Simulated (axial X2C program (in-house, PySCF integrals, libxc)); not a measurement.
# TaN⁺: bond curves with and without spin–orbit coupling, part 2 of 2

Computed with an in-house X2C program for linear molecules on PySCF integrals; all-electron X2C, Ta dyall-cv3z, N dyall-av3z. The steps go on from the part before.

### Step 8. The spin-free curves together

Energy (eV) of the followed determinant, spin-free, from each level's lowest point:

| R (Å) | PBE0 | HF | MP2 | B97-3 |
| --- | --- | --- | --- | --- |
| 1.429 | 2.097 | 1.705 | 2.811 | 2.106 |
| 1.494 | 0.887 | 0.636 | 1.372 | 0.889 |
| 1.544 | 0.356 | 0.201 | 0.698 | 0.355 |
| 1.593 | 0.078 | 0.000 | 0.460 | 0.076 |
| 1.642 | 0.000 | n/a | n/a | 0.000 |
| 1.700 | 0.105 | 0.288 | 0.000 | 0.110 |
| 1.757 | 0.368 | 0.656 | 0.011 | 0.380 |
| 1.831 | 0.864 | 1.305 | 0.275 | 0.887 |
| 1.921 | 1.565 | 2.267 | 0.795 | 1.634 |
| 2.053 | 2.492 | 3.824 | 1.783 | 2.616 |

### Step 9. PBE0, 2c

State followed: Ω = 1/2 (excess of +ω over −ω: ω = 1/2). The scan is laid around 1.642 Å, a first estimate of the minimum, and this SCF restarts from the orbitals of the search.

The SCF at the reference distance of 1.642 Å:

```text
two-component X2C + atomic mean field  PBE0
basis functions 242  fitting functions 1195  grid points 5073
iter        total energy     max residual
   1     -15657.937244535     6.23e-06
   2     -15657.937244536     8.52e-06
converged
one-electron -21777.72260911  Coulomb 6295.54877111  exact exchange -80.43390250  xc functional -246.66277498  nuclear repulsion 164.68304189  atomic mean-field constant -13.34977095
```

Along the bond, energies from the lowest point:

| R (Å) | E (eV) | μ (D) | HOMO (eV) | LUMO (eV) | iterations |
| --- | --- | --- | --- | --- | --- |
| 1.429 | 2.0764 | -2.71 | -12.47 | -10.49 | 14 |
| 1.494 | 0.8754 | -3.14 | -12.65 | -10.59 | 14 |
| 1.544 | 0.3498 | -3.40 | -12.77 | -10.67 | 15 |
| 1.593 | 0.0757 | -3.63 | -12.88 | -10.75 | 15 |
| 1.642 | 0.0000 | -3.82 | -12.98 | -10.82 | 2 |
| 1.700 | 0.1060 | -3.99 | -13.09 | -10.90 | 16 |
| 1.757 | 0.3677 | -4.11 | -13.18 | -10.97 | 18 |
| 1.831 | 0.8588 | -4.17 | -13.28 | -11.06 | 18 |
| 1.921 | 1.5510 | -4.00 | -13.35 | -11.13 | 20 |
| 2.053 | 2.4587 | -3.61 | -13.33 | -11.09 | 19 |

Dipoles are positive if N is the positive end and refer to the centre of mass.

Outer spinors at the reference distance:

| ω | occupied | ε (eV) | atomic character | λ mixture |
| --- | --- | --- | --- | --- |
| -1/2 | yes | -25.93 | 58% N s, 19% Ta d, 9% Ta p | 100% σ |
| 1/2 | yes | -25.82 | 59% N s, 19% Ta d, 9% Ta p | 100% σ |
| -1/2 | yes | -15.59 | 48% N p, 45% Ta d, 2% N d | 98% π, 2% σ |
| 1/2 | yes | -15.55 | 51% N p, 41% Ta d, 2% Ta f | 96% π, 4% σ |
| 3/2 | yes | -15.44 | 48% N p, 45% Ta d, 2% Ta f | 100% π |
| -3/2 | yes | -15.39 | 52% N p, 41% Ta d, 2% Ta f | 100% π |
| 1/2 | yes | -14.84 | 48% N p, 35% Ta d, 8% N s | 96% σ, 4% π |
| -1/2 | yes | -14.64 | 54% N p, 30% Ta d, 8% N s | 98% σ, 2% π |
| 1/2 | yes | -12.98 | 54% Ta s, 22% N p, 10% Ta d | 100% σ |
| -3/2 | no | -10.82 | 94% Ta d, 3% N d, 2% N f | 99% δ, 1% π |
| 5/2 | no | -10.37 | 95% Ta d, 3% N d, 2% N f | 100% δ |
| -1/2 | no | -10.16 | 55% Ta s, 16% N p, 14% Ta d | 100% σ |
| 3/2 | no | -10.04 | 94% Ta d, 3% N d, 2% N f | 99% δ, 1% π |

PBE0 fields in the half plane through the axis: z from -2.4 to 3.9 Å across, distance from the axis 0.15 to 2.25 Å upwards; Ta lies at z = 0 and N at z = 1.642 Å; the ELF is damped to zero where the density is low.

log10 density (e/bohr³). Ten even steps from '0' (-5.46 ) to '9' (1.79 ):
```
1122233333332222211000
1223333333333333221110
2233344444444433332210
2233444444444444433211
2334455555555555443321
2334556666666665544321
2344566787666666554322
3344567898767776654332
```

ELF. Ten even steps from '0' (0.00 ) to '9' (0.94 ):
```
0000234332100000000000
0002455433211100000000
0023554432223221100000
0123332211235543321000
0123222221246776652100
0122224555348888875200
0122246434458779996300
1222366525458119997410
```

Re = 1.639 Å, ωe = 1163 cm⁻¹, Be = 0.4826 cm⁻¹, De = 5.13 eV, μ = -3.81 D.

### Step 10. HF, 2c

The SCF at the reference distance of 1.642 Å:

```text
two-component X2C + atomic mean field  HF
basis functions 242  fitting functions 1195  grid points 5073
iter        total energy     max residual
   1     -15652.576177061     6.72e-01
   2     -15652.621604896     2.17e-02
   3     -15652.623127752     2.16e-02
   4     -15652.625264594     2.55e-03
   5     -15652.625534916     2.51e-03
   6     -15652.625708004     1.68e-03
   7     -15652.625859520     1.83e-03
   8     -15652.626084426     1.82e-03
   9     -15652.626328026     1.80e-03
  10     -15652.626496950     1.76e-03
  11     -15652.626375320     1.76e-03
  12     -15652.626391479     1.74e-03
  13     -15652.626363488     1.71e-03
  14     -15652.626328577     1.72e-03
  15     -15652.626069989     1.74e-03
  16     -15652.625469262     1.69e-03
  17     -15652.624964743     1.57e-03
  18     -15652.624522394     1.45e-03
  19     -15652.623468920     1.50e-03
  20     -15652.623510669     1.24e-03
  21     -15652.622421488     2.15e-03
  22     -15652.622632118     2.50e-03
  23     -15652.622858900     2.34e-03
  24     -15652.623056808     2.41e-03
  25     -15652.623374184     2.29e-03
  26     -15652.623266576     1.81e-03
  27     -15652.622587817     1.83e-03
  28     -15652.623017826     1.47e-03
  29     -15652.623416105     1.39e-03
  30     -15652.623230633     1.30e-03
  31     -15652.623911269     1.83e-03
  32     -15652.624404299     2.29e-03
  33     -15652.623844351     2.09e-03
  34     -15652.623789103     2.11e-03
  35     -15652.623944967     2.14e-03
  36     -15652.623791327     2.46e-03
  37     -15652.623289806     1.83e-03
  38     -15652.622342320     2.03e-03
  39     -15652.622886951     2.21e-03
  40     -15652.622743621     2.10e-03
  41     -15652.622589811     2.23e-03
  42     -15652.622623048     1.96e-03
  43     -15652.622758796     1.58e-03
  44     -15652.622679287     1.65e-03
  45     -15652.622814208     1.60e-03
  46     -15652.622729851     1.50e-03
  47     -15652.623854043     1.53e-03
  48     -15652.622710829     1.39e-03
  49     -15652.622860925     1.34e-03
  50     -15652.622943636     1.34e-03
  51     -15652.622953383     1.31e-03
  52     -15652.623024276     1.20e-03
  53     -15652.622869204     1.29e-03
  54     -15652.623099085     1.54e-03
  55     -15652.622895838     1.30e-03
  56     -15652.622419059     1.51e-03
  57     -15652.623092191     1.60e-03
  58     -15652.623875120     1.75e-03
  59     -15652.623276384     1.62e-03
  60     -15652.623740469     2.00e-03
  61     -15652.623232096     1.79e-03
  62     -15652.623103669     1.80e-03
  63     -15652.622774498     1.69e-03
  64     -15652.622742758     1.73e-03
  65     -15652.622543317     1.63e-03
  66     -15652.622319696     1.74e-03
  67     -15652.622566083     1.66e-03
  68     -15652.622651412     1.35e-03
  69     -15652.622556791     1.31e-03
  70     -15652.623273824     1.61e-03
  71     -15652.623961137     2.15e-03
  72     -15652.623517370     1.85e-03
  73     -15652.623463393     1.73e-03
  74     -15652.623520811     1.72e-03
  75     -15652.623594894     1.73e-03
  76     -15652.623552621     1.62e-03
  77     -15652.622358205     1.54e-03
  78     -15652.622176879     1.54e-03
  79     -15652.622960606     1.35e-03
  80     -15652.623277739     1.53e-03
NOT converged
one-electron -21779.09780938  Coulomb 6297.09702801  exact exchange -321.95576731  xc functional 0.00000000  nuclear repulsion 164.68304189  atomic mean-field constant -13.34977095
```

No constants are quoted: the points don't follow one smooth fit.

### Step 11. B97-3, 2c

The SCF at the reference distance of 1.642 Å:

```text
two-component X2C + atomic mean field  B97-3
basis functions 242  fitting functions 1195  grid points 5073
iter        total energy     max residual
   1     -15657.742931815     9.72e-02
   2     -15657.743748557     3.89e-03
   3     -15657.743290420     7.59e-03
   4     -15657.743743671     4.62e-03
   5     -15657.743976671     1.25e-03
   6     -15657.744007221     3.11e-04
   7     -15657.744020067     3.47e-04
   8     -15657.744024538     8.34e-05
   9     -15657.744024910     4.93e-05
  10     -15657.744025065     1.44e-05
  11     -15657.744025088     3.18e-06
  12     -15657.744025090     1.90e-06
converged
one-electron -21778.22376382  Coulomb 6296.05649964  exact exchange -86.64040035  xc functional -240.26963150  nuclear repulsion 164.68304189  atomic mean-field constant -13.34977095
```

Re = 1.639 Å, ωe = 1171 cm⁻¹, Be = 0.483 cm⁻¹, De = 5.50 eV, μ = -3.84 D.

### Step 12. Correlated methods, 2c

Correlated methods: 9 electrons correlated (frozen shells, counted by type: Ta 5 s, 4 p, 2 d, 1 f; N 1 s), 317 virtual spinors in MP2.

MP2: No constants are quoted: the points don't follow one smooth fit.

### Step 13. A higher determinant, 2c

State: Ω = 3/2 (excess of +ω over −ω: ω = 3/2).

Output at the reference distance:

```text
two-component X2C + atomic mean field  PBE0
basis functions 242  fitting functions 1195  grid points 5073
iter        total energy     max residual
   1     -15657.935662843     8.77e-06
   2     -15657.935662843     1.90e-05
converged
one-electron -21783.55531953  Coulomb 6301.51541668  exact exchange -80.46982675  xc functional -246.75920419  nuclear repulsion 164.68304189  atomic mean-field constant -13.34977095
```

| R (Å) | E above the lowest PBE0 point (eV) |
| --- | --- |
| 1.429 | 1.996 |
| 1.494 | 0.855 |
| 1.544 | 0.360 |
| 1.593 | 0.106 |
| 1.642 | 0.043 |
| 1.700 | 0.155 |
| 1.757 | 0.413 |
| 1.831 | 0.883 |
| 1.921 | 1.532 |

Re = 1.636 Å, ωe = 1146 cm⁻¹, Be = 0.4844 cm⁻¹, μ = -5.13 D. Te = 0.04 eV.

### Step 14. The 2c curves together

Energy (eV) of the followed determinant, 2c, from each level's lowest point:

| R (Å) | PBE0 | HF | MP2 | B97-3 |
| --- | --- | --- | --- | --- |
| 1.429 | 2.076 | 1.688 | 2.787 | 2.087 |
| 1.494 | 0.875 | 0.627 | 1.361 | 0.879 |
| 1.544 | 0.350 | 0.198 | 0.697 | 0.350 |
| 1.593 | 0.076 | 0.000 | 0.479 | 0.074 |
| 1.642 | 0.000 | n/a | n/a | 0.000 |
| 1.700 | 0.106 | 0.294 | 0.000 | 0.110 |
| 1.757 | 0.368 | 0.661 | 0.028 | 0.376 |
| 1.831 | 0.859 | n/a | n/a | 0.876 |
| 1.921 | 1.551 | n/a | n/a | 1.580 |
| 2.053 | 2.459 | n/a | n/a | 2.503 |

Time for the job: 4.4 min (1 thread, shared host).

### Step 15. Results

What follows sums up all 2 parts.

Lowest determinant that the search found at its distance, spin-free: M_S = 1/2, Λ = 0 (beyond closed shells: σα).

Lowest determinant that the search found at its distance, 2c: Ω = 1/2 (excess of +ω over −ω: ω = 1/2).

```csv
Hamiltonian,level,Re (Å),ωe (cm⁻¹),De (eV),μ (D)
spin-free,PBE0,1.640,1167,5.35,-3.84
spin-free,B97-3,1.639,1179,5.74,-3.86
2c,PBE0,1.639,1163,5.13,-3.81
2c,B97-3,1.639,1171,5.50,-3.84
```

Dipoles are positive if N is the positive end and refer to the centre of mass. No constants: spin-free HF (the points don't follow one smooth fit); spin-free MP2 (the points don't follow one smooth fit); 2c HF (the points don't follow one smooth fit); 2c MP2 (the points don't follow one smooth fit).

Time per point (s) on 1 thread, shared host (2c runs); the times are rough: PBE0 1.5, B97-3 1.7.

**Reading.** At PBE0, going from spin-free to two-component changes Re by -1 mÅ, ωe by -0.3 %, which is small (part of it comes from the scalar share of the two-electron terms). It costs about 1.6 times the time. De moves by -0.22 eV; both De rest on single-determinant atoms, which can miss part of an open shell's spin–orbit lowering.

De refers to Ta+ + N, each in the lowest determinant found, which need not be this curve's own limit. Each curve is one determinant whose occupation by symmetry is held fixed; it was picked as the lowest of a PBE0 search that is not exhaustive. De is counted from the lowest determinant-based energies of the atoms at the same level, without counterpoise correction. Density functionals use the spin component along the axis (collinear). The spin-free determinant is spin-contaminated at some levels.
